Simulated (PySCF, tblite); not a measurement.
# C₇H₁₃OPSi: geometry, infrared bands and NMR shifts

What infrared bands and NMR shifts should C₇H₁₃OPSi (`Cc1occ([Si](C)(C)C)p1`) show?

Computed with tblite 0.8.0 and PySCF 2.14.0, with density-fitted response routines of our own, on a single molecule in the gas phase. Atoms count from 0, in the outputs and in this text.

## Step 1: The molecule as given

23 atoms, charge 0, multiplicity 1; geometry from: force field or distance geometry start.

Bonds of the start (Å): C0–C1 1.50, C1–O2 1.24, O2–C3 1.26, C3–C4 1.37, C4–Si5 1.83, Si5–C6 1.86, Si5–C7 1.87, Si5–C8 1.88, C4–P9 1.91, P9–C1 1.88, C0–H10 1.12, C0–H11 1.09, C0–H12 1.13, C3–H13 1.13, C6–H14 1.13, C6–H15 1.12, C6–H16 1.11, C7–H17 1.11, C7–H18 1.11, C7–H19 1.12, C8–H20 1.10, C8–H21 1.09, C8–H22 1.12.

## Step 2: Optimising the geometry with GFN2-xTB

The job: settings as JSON, then the geometry in Å.

```
{"job": {"kind": "relax", "xc": "GFN2-xTB", "basis": "xTB"}, "charge": 0, "multiplicity": 1}
C      4.453500     0.246900    -0.895300
C      2.990000     0.191400    -0.584900
O      2.391500     0.815000     0.308400
C      1.167400     0.801200     0.595100
C      0.298700    -0.017000    -0.071200
Si    -1.505900    -0.229500     0.161700
C     -1.783800    -1.775900     1.161800
C     -2.405100    -0.280900    -1.472100
C     -2.197800     1.285400     1.041300
P      1.553500    -0.789800    -1.288400
H      4.871400    -0.794000    -0.931400
H      4.674100     0.743700    -1.837100
H      4.926100     0.773900    -0.010700
H      0.755100     1.430800     1.435500
H     -1.381800    -1.521700     2.191000
H     -1.175400    -2.642600     0.802000
H     -2.850900    -2.044700     1.275100
H     -2.144600    -1.185500    -2.066300
H     -2.160200     0.671200    -1.987300
H     -3.507700    -0.271400    -1.289300
H     -3.183300     0.996000     1.431300
H     -1.472500     1.573800     1.802500
H     -2.317200     2.050700     0.238400
```

Command:

```bash
> OMP_NUM_THREADS=1 python probes_run.py task.json out
```

One launch serves the whole session: the jobs run in the order shown.

**Question.** This job is followed by: GFN2-xTB harmonic vibrations, gas phase; GIAO PBE0/pcSseg-1 NMR shielding, non-relativistic, gas phase. Predict these results of the whole session: strongest single infrared mode (GFN2-xTB); zero-point energy (GFN2-xTB); ¹³C shifts against TMS (PBE0/pcSseg-1, means over atoms taken as alike); ¹H shifts against TMS (PBE0/pcSseg-1, means over atoms taken as alike); ¹⁷O shifts against H2O (PBE0/pcSseg-1); ²⁹Si shifts against TMS (PBE0/pcSseg-1); ³¹P shifts against H3PO4 (PBE0/pcSseg-1); surface potential, 1st and 99th percentile.

The runs gave:

| quantity | value |
| --- | --- |
| strongest single infrared mode (GFN2-xTB) | 860 cm⁻¹, 259 km/mol |
| zero-point energy (GFN2-xTB) | 113.8 kcal/mol |
| ¹³C shifts against TMS (PBE0/pcSseg-1, means over atoms taken as alike) | 207.8, 155.3, 143.5, 21.6, 0.7 ppm |
| ¹H shifts against TMS (PBE0/pcSseg-1, means over atoms taken as alike) | 7.81, 2.84, 0.27 ppm |
| ¹⁷O shifts against H2O (PBE0/pcSseg-1) | 368.5 ppm |
| ²⁹Si shifts against TMS (PBE0/pcSseg-1) | -8.2 ppm |
| ³¹P shifts against H3PO4 (PBE0/pcSseg-1) | 132.9 ppm |
| surface potential, 1st and 99th percentile | -0.69 V and 0.97 V |

**Reading.** The optimisation took 143 steps and gained 2.039 eV; among the close pairs (by a distance rule), C1–P9 changed most, from 1.876 to 1.717 Å. All 63 modes are real, so the xTB geometry is a minimum. The strongest single mode, at 860 cm⁻¹, has its largest shares on H20, H19, H16 and Si5 (the list is cut at 4 atoms). GFN2-xTB is a fitted tight-binding method: band positions and strengths are rough. Its intensities can rank the bands wrongly. NICS(1)zz of -24 ppm above the planar ring from C1 marks a diatropic (aromatic) ring current. By nearest atom (PBE0/pcSseg-1), the HOMO sits on C1 32 %; P9 31 % and the LUMO on P9 35 %; C1 34 %.
